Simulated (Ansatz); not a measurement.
# Cu6N: the cost of one run

Program: Ansatz 0.2.0. Level of theory: DFT PBE, scalar-relativistic, plane waves, PAW. These are calculated values, not measurements.

8 further runs of the same task are left out: 8 set aside as unsound or not needed.

### Step 1. The starting structure

Symmetry: Cm, No. 8, monoclinic system. The conventional cell has a = 8.891 Å, b = 5.133 Å, c = 22.124 Å, α = 90.00°, β = 90.00°, γ = 90.00°. Cu (site symmetry 1) has 9 Cu at 2.54 to 2.57 Å as nearest neighbours. Around Cu (site symmetry m) lie 9 Cu at 2.54 to 2.57 Å. Cu (site symmetry m) is surrounded by 12 Cu at 2.54 to 2.57 Å. Around Cu (site symmetry 1) lie 12 Cu at 2.54 to 2.57 Å. Cu (site symmetry m) is surrounded by 2 N at 1.57 Å. Cu (site symmetry 1) is surrounded by 9 Cu at 2.54 to 2.57 Å and 2 N at 2.73 Å. Only part of the 10 independent sites is listed.

As a file:

```cif
data_structure
_symmetry_space_group_name_H-M 'P 1'
_symmetry_Int_Tables_number 1
_cell_length_a 5.1332
_cell_length_b 5.1332
_cell_length_c 22.1236
_cell_angle_alpha 90.000
_cell_angle_beta 90.000
_cell_angle_gamma 120.000
_cell_volume 504.86
loop_
_atom_site_label
_atom_site_type_symbol
_atom_site_fract_x
_atom_site_fract_y
_atom_site_fract_z
_atom_site_occupancy
Cu1 Cu 0.33333 0.16667 0.18080 1
Cu2 Cu 0.33333 0.66667 0.18080 1
Cu3 Cu 0.83333 0.16667 0.18080 1
Cu4 Cu 0.83333 0.66667 0.18080 1
Cu5 Cu 0.16667 0.33333 0.27399 1
Cu6 Cu 0.16667 0.83333 0.27399 1
Cu7 Cu 0.66667 0.33333 0.27399 1
Cu8 Cu 0.66667 0.83333 0.27399 1
Cu9 Cu 0.00000 0.00000 0.36719 1
Cu10 Cu 0.00000 0.50000 0.36719 1
Cu11 Cu 0.50000 0.00000 0.36719 1
Cu12 Cu 0.50000 0.50000 0.36719 1
N1 N 0.87639 0.00000 0.43228 1
N2 N 0.12361 0.00000 0.43228 1
```

This is the geometry of the first run shown, built on a cell relaxed beforehand with the same method.

### Step 2. The scan

Atoms count from 1 in the order of the input.

N2 lies flat over one site of a rigid substrate while its bond length and height are varied.

First coordinate, distance N13-N14: 8 values from 1.000 to 3.000 Å. Second coordinate, height of the N2 axis above the plane of Cu9: 8 values from 0.80 to 3.60 Å.

Nothing else is relaxed. Points are written as (first, second).

### Step 3. The run at (1.269 Å, 1.44 Å)

A dipole layer in the vacuum cancels the field that periodic copies would set up if the slab's two faces differ.

input.yaml

```yaml
crystal:
  lattice:
    - [5.1332392722, 0.0, 0.0]
    - [-2.5666196361, 4.4455156134, 0.0]
    - [0.0, 0.0, 22.1236283438]
  atoms:
    - { symbol: Cu, position: [0.3333333333, 0.1666666667, 0.1808021694] }
    - { symbol: Cu, position: [0.3333333333, 0.6666666667, 0.1808021694] }
    - { symbol: Cu, position: [0.8333333333, 0.1666666667, 0.1808021694] }
    - { symbol: Cu, position: [0.8333333333, 0.6666666667, 0.1808021694] }
    - { symbol: Cu, position: [0.1666666667, 0.3333333333, 0.2739941021] }
    - { symbol: Cu, position: [0.1666666667, 0.8333333333, 0.2739941021] }
    - { symbol: Cu, position: [0.6666666667, 0.3333333333, 0.2739941021] }
    - { symbol: Cu, position: [0.6666666667, 0.8333333333, 0.2739941021] }
    - { symbol: Cu, position: [0.0, 0.0, 0.367192407] }
    - { symbol: Cu, position: [0.0, 0.5, 0.367192407] }
    - { symbol: Cu, position: [0.5, 0.0, 0.367192407] }
    - { symbol: Cu, position: [0.5, 0.5, 0.367192407] }
    - { symbol: "N", position: [-0.123606161, 0.0, 0.432281188] }
    - { symbol: "N", position: [0.123606161, 0.0, 0.432281188] }
basis:
  ecutwfc: 420
kpoints:
  mp_grid: { grid: [6, 6, 1] }
hamiltonian:
  xc: pbe
scf:
  occupations: { method: gaussian, width: 0.1 }
output:
  forces: true
  eigenvalues: true
efield:
  axis: 3
  dipole_correction: true
  ramp_width: 0.04
```

Started as:

```console
$ ansatz run input.yaml --threads 4 --pin off --max-ram 12288MiB --backend cpu --events-out ev --progress --plain --runs-dir out
```

**Question.** How long does this run take on 4 threads of Arm Neoverse V1, shared host, and how much memory does it need?

About 33 s, with a peak of 1.8 GiB.
